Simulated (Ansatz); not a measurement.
**CH₃Al₂N (SMILES [AlH2][Al]1[CH]=[N]1): one structure at several levels**

An exercise on one series of results from a longer session: the logs are not shown, and one member is left open.

Method: single points in def2-TZVPP; program: Ansatz 0.2.0, Gaussian basis.

Cores are frozen in the correlated methods.

## Where the work starts

SMILES `[AlH2][Al]1[CH]=[N]1`, 7 atoms, charge 0, spin multiplicity 1.

Atoms are counted from 1 here; the program's logs count them from 0.

Bond lengths: Al1–Al2 2.524 Å, Al1–H5 1.385 Å, Al1–H6 1.575 Å, Al2–C3 1.902 Å, Al2–N4 1.808 Å, C3–N4 1.396 Å, C3–H7 1.142 Å. Angles: Al2–Al1–H5 133.2°, Al2–Al1–H6 112.7°, H5–Al1–H6 114.0°, Al1–Al2–C3 147.7°, Al1–Al2–N4 168.2°, C3–Al2–N4 44.1°, Al2–C3–N4 64.4°, Al2–C3–H7 178.0°, N4–C3–H7 116.1°, Al2–N4–C3 71.5°.

Coordinates:

```xyz
7
CH3Al2N
Al   -1.4708    1.3076   -0.6642
Al    0.3700   -0.0730    0.3742
C     1.4769   -1.6157    0.2691
N     1.6866   -0.7972    1.3805
H    -2.1668    1.2155   -1.8583
H    -1.8559    2.5612    0.2080
H     2.1630   -2.5245    0.1783
```

The first run:

The input, run/in.yaml:

```yaml
crystal:
  periodic: [false, false, false]
  atoms:
    - {symbol: Al, position_ang: [-1.470800, 1.307600, -0.664200]}
    - {symbol: Al, position_ang: [0.370000, -0.073000, 0.374200]}
    - {symbol: C, position_ang: [1.476900, -1.615700, 0.269100]}
    - {symbol: N, position_ang: [1.686600, -0.797200, 1.380500]}
    - {symbol: H, position_ang: [-2.166800, 1.215500, -1.858300]}
    - {symbol: H, position_ang: [-1.855900, 2.561200, 0.208000]}
    - {symbol: H, position_ang: [2.163000, -2.524500, 0.178300]}
basis:
  gaussian: {orbitals: def2-TZVPP}
correlation: {method: ccsd_t}
output: {forces: true}
```

The run is started by

```console
$ ansatz run in.yaml --threads 4 --pin off --events-out ev --progress --plain --max-ram 5222MiB
```

Steps of the session up to this table: CCSD(T)/def2-TZVPP; PBE0-D4/def2-TZVPP; wB97M-V/def2-TZVPP; r2SCAN-D4/def2-TZVPP; PBE-D4/def2-TZVPP; CAM-B3LYP-D4/def2-TZVPP; SPW92/def2-TZVPP.

One table of the session follows, with a row left open; its other results are not shown here.

| method | RMS force component (eV/Å) | angle to CCSD(T) forces (°) | dipole (D) |
| --- | --- | --- | --- |
| CCSD(T) | 1.511 | reference | 3.27 |
| PBE0-D4 | 1.685 | 10.4 | 3.32 |
| wB97M-V | 1.642 | 10.5 | 3.63 |
| r2SCAN-D4 | ? | ? | ? |
| PBE-D4 | 1.555 | 6.1 | 2.95 |
| CAM-B3LYP-D4 | 1.696 | 12.9 | 3.62 |
| SPW92 | 1.676 | 11.4 | 3.05 |

Estimate the missing values for r2SCAN-D4.

The run gave: RMS force component (eV/Å): 1.621; angle to CCSD(T) forces (°): 7.6; dipole (D): 3.06. In the column «RMS force component (eV/Å)» it lies between PBE-D4 (1.555) and wB97M-V (1.642).

Caveats from the session: The reference is not at the basis limit: in triple zeta CCSD(T) underbinds, which counts against methods that bind more; the gaps are no ranking.
